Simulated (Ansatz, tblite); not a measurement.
**AsH2(SiMe3) (C3H11AsSi): removing and adding an electron**

An exercise on one series of results from a longer session: the logs are not shown, and one member is left open.

Program: Ansatz 0.2.0, Gaussian basis. Level of theory: as each input shows. These are calculated values, not measurements.

The runs, in order: charge +1 doublet, at the geometry of the singlet (PBE0-D4/def2-TZVP, PBE-D4/def2-TZVP, BHLYP-D4/def2-TZVP, CCSD(T)/def2-SVP); charge -1 doublet, at the geometry of the singlet (PBE0-D4/def2-TZVPD, PBE-D4/def2-TZVPD, BHLYP-D4/def2-TZVPD); the starting singlet's energies come from earlier runs.

2 further runs of the same task are left out: 2 set aside as unsound or not needed.

## The relaxed structure

The singlet was relaxed beforehand with PBE-D4/def2-SVP.

16 atoms, charge 0, spin multiplicity 1.

Atoms are counted from 1 here; the program's logs count them from 0.

Bond lengths: As1–H2 1.543 Å, As1–H3 1.543 Å, As1–Si4 2.402 Å, Si4–C5 1.894 Å, Si4–C6 1.894 Å, Si4–C7 1.894 Å, C5–H8 1.111 Å, C5–H9 1.109 Å, C5–H10 1.109 Å, C6–H11 1.109 Å, C6–H12 1.109 Å, C6–H13 1.111 Å, C7–H14 1.109 Å, C7–H15 1.109 Å, C7–H16 1.111 Å. Angles: H2–As1–H3 91.3°, H2–As1–Si4 91.3°, H3–As1–Si4 91.7°, As1–Si4–C5 107.3°, As1–Si4–C6 107.5°, As1–Si4–C7 111.9°, C5–Si4–C6 110.0°, C5–Si4–C7 110.0°, C6–Si4–C7 110.0°, Si4–C5–H8 110.5°, Si4–C5–H9 111.3°, Si4–C5–H10 111.3°, H8–C5–H9 107.9°, H8–C5–H10 107.8°, H9–C5–H10 107.9°, Si4–C6–H11 111.3°, Si4–C6–H12 111.4°, Si4–C6–H13 110.5° and more.

The first run:

Input file in.yaml:

```yaml
crystal:
  periodic: [false, false, false]
  atoms:
    - {symbol: As, position_ang: [1.055505, 1.779412, 1.374264]}
    - {symbol: H, position_ang: [2.273447, 1.772376, 0.426864]}
    - {symbol: H, position_ang: [0.353632, 2.855706, 0.520263]}
    - {symbol: Si, position_ang: [0.009282, 0.008985, 0.132281]}
    - {symbol: C, position_ang: [0.936608, -1.591055, 0.543379]}
    - {symbol: C, position_ang: [-1.788136, -0.113745, 0.717774]}
    - {symbol: C, position_ang: [0.061504, 0.328247, -1.733517]}
    - {symbol: H, position_ang: [0.468136, -2.455762, 0.027415]}
    - {symbol: H, position_ang: [0.922581, -1.796576, 1.633161]}
    - {symbol: H, position_ang: [1.996297, -1.537708, 0.219918]}
    - {symbol: H, position_ang: [-1.843954, -0.306829, 1.808446]}
    - {symbol: H, position_ang: [-2.346426, 0.821660, 0.508409]}
    - {symbol: H, position_ang: [-2.311088, -0.943850, 0.197243]}
    - {symbol: H, position_ang: [-0.472952, 1.264343, -1.993931]}
    - {symbol: H, position_ang: [1.105696, 0.420962, -2.094952]}
    - {symbol: H, position_ang: [-0.420123, -0.506166, -2.287025]}
basis:
  gaussian: {orbitals: def2-TZVP}
total_charge: 1
magnetization: {spin_polarized: true, initial_magnetization: 1}
hamiltonian: {xc: pbe0, dispersion: d4}
scf: {omitted_lower_state_checks: [starts]}
output: {orbitals: {seedname: orbitals}}
```

Started as:

```sh
$ ansatz run in.yaml --threads 2 --pin off --events-out ev --progress --plain --max-ram 31744MiB --backend cpu
```

Steps of the session up to this table: Charge +1 doublet at the fixed geometry, PBE0-D4/def2-TZVP; Charge +1 doublet at the fixed geometry, PBE-D4/def2-TZVP; Charge +1 doublet at the fixed geometry, BHLYP-D4/def2-TZVP; Charge +1 doublet at the fixed geometry, CCSD(T)/def2-SVP.

One table of the session follows, with a row left open; its other results are not shown here.

It belongs to the step «Vertical ionisation energy». 

| method | vertical ionisation energy (eV) |
| --- | --- |
| HF/def2-SVP | 8.18 |
| PBE-D4/def2-TZVP | 8.77 |
| PBE0-D4/def2-TZVP | ? |
| BHLYP-D4/def2-TZVP | 8.93 |
| MP2/def2-SVP | 8.86 |
| CCSD/def2-SVP | 8.82 |
| CCSD(T)/def2-SVP | 8.83 |

**Question.** Estimate the row for PBE0-D4/def2-TZVP.

**Answer.** vertical ionisation energy (eV): 8.90. In the column «vertical ionisation energy (eV)» it lies between MP2/def2-SVP (8.86) and BHLYP-D4/def2-TZVP (8.93).
